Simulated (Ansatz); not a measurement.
# AlGeH₅ (singlet): inputs that go wrong at distance Al2–H7 = 3.480 Å

4 inputs are run for AlGeH₅ (singlet) as typed; the log has to tell whether the result can be used and what must change.

Method: the settings change from run to run; program: Ansatz 0.2.0, Gaussian basis.

26 further runs of the same task are left out: 1 for a mislabelled method, 18 that didn't finish, 7 set aside as unsound or not needed.

**1. The geometry**

The geometry derives from a PBE0/def2-TZVP stationary point (not a proven minimum). One bond is set to the value named and the two fragments are kept rigid. No spin-orbit coupling is included. The filled d shell of Ge may be among the frozen orbitals whatever the setting's name suggests; the logs give the count.

7 atoms, charge 0, spin multiplicity 1.

Atoms are counted from 1 here; the program's logs count them from 0.

Bond lengths: Ge1–Al2 2.479 Å, Ge1–H3 1.541 Å, Ge1–H4 1.543 Å, Ge1–H5 1.543 Å, Al2–H6 1.588 Å. Angles: Al2–Ge1–H3 113.9°, Al2–Ge1–H4 111.3°, Al2–Ge1–H5 111.3°, H3–Ge1–H4 106.9°, H3–Ge1–H5 106.9°, H4–Ge1–H5 106.0°, Ge1–Al2–H6 121.3°.

**2. Try 1**

Contents of in.yaml:

```yaml
crystal:
  periodic: [false, false, false]
  atoms:
    - {symbol: Ge, position_ang: [0.000000, 0.016765, 0.694339]}
    - {symbol: Al, position_ang: [0.000000, 0.016891, -1.784374]}
    - {symbol: H, position_ang: [0.000000, 1.424891, 1.319273]}
    - {symbol: H, position_ang: [1.232737, -0.722885, 1.255410]}
    - {symbol: H, position_ang: [-1.232737, -0.722885, 1.255410]}
    - {symbol: H, position_ang: [0.000000, 1.374041, -2.608403]}
    - {symbol: H, position_ang: [0.000000, -3.013515, -3.495233]}
basis:
  gaussian: {orbitals: 6-31G}
correlation: {active_space: {window: {electrons: 6, orbitals: 3}, states: [{multiplicity: 1, weights: [0.5, 0.5, 0.5]}], root: 0}}
```

On the command line:

```bash
> ansatz run in.yaml --threads 1 --pin off --events-out ev --progress --plain --max-ram 2393MiB
```

What it wrote:

```text
Functional definition: HF
  name "HF"
  cite "Fock, Z. Phys. 61, 126 (1930) doi:10.1007/BF01340294"
  parent pbe
  exchange = exact_x
  correlation = 0
990 factors; integrals over basis functions are off by at most 1.7e-7 eV
mean field evaluation 1: about -63117.7767 eV, gradient 1.5e1 eV
mean field evaluation 2: about -63117.8131 eV, gradient 1.5e1 eV
mean field evaluation 4: about -63119.8550 eV, gradient 1.8e0 eV
mean field evaluation 8: about -63119.8827 eV, gradient 1.4e-1 eV
mean field evaluation 16: about -63114.4223 eV, gradient 1.2e1 eV
mean field -63119.88293364 eV, -2319.6129136181 hartree, gradient 1.7e-6 eV, S^2 0.000000; 1 other end points of the search recorded, 0 dependent functions left out
reference -63119.88293364 eV, -2319.6129136181 hartree; 25, 25 occupied and 27, 27 virtual orbitals, 990 factors
Error: 3 states are sought, and the space of determinants holds 1 states of this symmetry and spin
```

Wall time 1 s (1 thread of Arm Neoverse V2, shared host).

Diagnosis: The run stopped with an error. It says: «3 states are sought, and the space of determinants holds 1 states of this symmetry and spin». Cure: ask for fewer states or enlarge the space.

**3. Try 2**

Contents of in.yaml:

```yaml
crystal:
  periodic: [false, false, false]
  atoms:
    - {symbol: Ge, position_ang: [0.000000, 0.016765, 0.694339]}
    - {symbol: Al, position_ang: [0.000000, 0.016891, -1.784374]}
    - {symbol: H, position_ang: [0.000000, 1.424891, 1.319273]}
    - {symbol: H, position_ang: [1.232737, -0.722885, 1.255410]}
    - {symbol: H, position_ang: [-1.232737, -0.722885, 1.255410]}
    - {symbol: H, position_ang: [0.000000, 1.374041, -2.608403]}
    - {symbol: H, position_ang: [0.000000, -3.013515, -3.495233]}
basis:
  gaussian: {orbitals: cc-pVDZ}
correlation: {method: fic_mrcisd_q, electrons: outside_noble_gas, active_space: {window: {electrons: 2, orbitals: 2}, places: [1, 2]}}
accuracy: high
```

The command is unchanged.

What it wrote:

```text
Error: invalid value for `correlation.active_space`: name one of window, places and ras
```

Run time: 0.03 s. Hardware: 1 thread of Arm Neoverse V2, shared host.

**Diagnosis.** The run was refused. The active space is defined twice. Cure: keep one definition.

**4. Try 3**

Contents of in.yaml:

```yaml
crystal:
  periodic: [false, false, false]
  atoms:
    - {symbol: Ge, position_ang: [0.000000, 0.016765, 0.694339]}
    - {symbol: Al, position_ang: [0.000000, 0.016891, -1.784374]}
    - {symbol: H, position_ang: [0.000000, 1.424891, 1.319273]}
    - {symbol: H, position_ang: [1.232737, -0.722885, 1.255410]}
    - {symbol: H, position_ang: [-1.232737, -0.722885, 1.255410]}
    - {symbol: H, position_ang: [0.000000, 1.374041, -2.608403]}
    - {symbol: H, position_ang: [0.000000, -3.013515, -3.495233]}
basis:
  gaussian: {orbitals: STO-3G, fitting: {mean_field: def2-universal-jkfit}}
magnetization: {spin_polarized: false, initial_magnetization: 4}
correlation: {method: bccd_t, electrons: outside_noble_gas}
scf: {lower_state_search: full}
```

Same command.

What it wrote, shortened:

```text
Functional definition: HF
  name "HF"
  cite "Fock, Z. Phys. 61, 126 (1930) doi:10.1007/BF01340294"
  parent pbe
[...]
484 factors; integrals over basis functions are off by at most 1.6e-2 eV
[...]
mean field -62403.10014207 eV, -2293.2716318806 hartree, gradient 1.6e-6 eV, S^2 6.000000; 6 other end points of the search recorded, 0 dependent functions left out
determinant -62403.10014207 eV, -2293.2716318806 hartree, with singles and doubles -62405.41167114 eV, -2293.3565790070 hartree
determinant -62400.13696718 eV, -2293.1627372119 hartree, with singles and doubles -62402.63988877 eV, -2293.2547178837 hartree
19 core orbitals not correlated, not the lowest: weight in the atoms' cores, before any rotation towards them, 0.922 or more for the frozen orbitals, at most 0.080 for the correlated occupied ones
reference -62403.10014207 eV, -2293.2716318806 hartree; 8, 4 occupied and 5, 9 virtual orbitals, 484 factors
second order -1.40108055 eV of doubles, -0.02724978 eV of singles
cycle   1  -2.32572388 eV  change   -1.4e-2 eV  update   1.6e-2
[...]
cycle   9  -2.31164364 eV  change    8.7e-6 eV  update   1.2e-5
perturbative correction -0.02396647 eV, -0.0008807514 hartree
Total energy: -62405.43575217 eV, -2293.3574639687 hartree
```

Run time: 1.6 s. Hardware: 1 thread of Arm Neoverse V2, shared host.

**Diagnosis.** The run converged, which proves nothing about the input. Far too many unpaired electrons are asked for. Its energy belongs to the state of multiplicity 5, not to the singlet that was meant. Fix: set initial_magnetization to that of the wanted state.

**5. Try 4**

Contents of in.yaml:

```yaml
crystal:
  periodic: [false, false, false]
  atoms:
    - {symbol: Ge, position_ang: [0.000000, 0.016765, 0.694339]}
    - {symbol: Al, position_ang: [0.000000, 0.016891, -1.784374]}
    - {symbol: H, position_ang: [0.000000, 1.424891, 1.319273]}
    - {symbol: H, position_ang: [1.232737, -0.722885, 1.255410]}
    - {symbol: H, position_ang: [-1.232737, -0.722885, 1.255410]}
    - {symbol: H, position_ang: [0.000000, 1.374041, -2.608403]}
    - {symbol: H, position_ang: [0.000000, -3.013515, -3.495233]}
basis:
  gaussian: {orbitals: def2-TZVPP}
magnetization: {spin_polarized: false}
correlation: {method: ccsdtq, electrons: all}
output: {forces: true}
```

Same command.

What it wrote:

```text
Functional definition: HF
  name "HF"
  cite "Fock, Z. Phys. 61, 126 (1930) doi:10.1007/BF01340294"
  parent pbe
  exchange = exact_x
  correlation = 0
1968 factors; integrals over basis functions are off by at most 2.1e-7 eV
mean field evaluation 1: about -63128.4731 eV, gradient 1.7e1 eV
mean field evaluation 2: about -63128.5274 eV, gradient 1.7e1 eV
mean field evaluation 4: about -63130.7312 eV, gradient 2.7e0 eV
mean field evaluation 8: about -63130.7713 eV, gradient 2.1e-1 eV
mean field evaluation 16: about -63130.7717 eV, gradient 1.3e-6 eV
mean field -63130.77169617 eV, -2320.0130682604 hartree, gradient 1.3e-6 eV, S^2 0.000000; 0 other end points of the search recorded, 0 dependent functions left out; unrestricted orbitals would lower it
mean field evaluation 32: about -63132.5097 eV, gradient 1.4e-1 eV
unrestricted determinant -63132.51022587 eV, -2320.0769580482 hartree, S^2 0.9428
reference -63130.77169617 eV, -2320.0130682604 hartree; 25, 25 occupied and 135, 135 virtual orbitals, 1968 factors
Error: the tensor DIRECTION4 is too large, counted in double precision, for the memory of any host
refused for memory
```

Wall time 13 s (1 thread of Arm Neoverse V2, shared host); peak memory 0.47 GiB.

**Diagnosis.** The run was refused for memory. The method is too large for the memory allowed. To mend it, freeze cores, shrink the basis or take a lower level.

**6. How the runs ended**

```
try                     level                ended                                                                                        cause    time
  1         CASSCF(6,3)/6-31G  stopped by an error  3 states are sought, and the space of determinants holds 1 states of this symmetry and spin     1 s
  2     MRCISD+Q(2,2)/cc-pVDZ              refused                                                            the active space is defined twice  0.03 s
  3    BCCD(T) on ROHF/STO-3G            converged                                                far too many unpaired electrons are asked for   1.6 s
  4  CCSDTQ on RHF/def2-TZVPP        out of memory                                               the method is too large for the memory allowed    13 s
```

1 stopped by an error, 1 refused, 1 converged, 1 out of memory. The input that converges on a wrong geometry or spin is the dangerous one: no error points at it, so geometry and ⟨S²⟩ have to be checked.
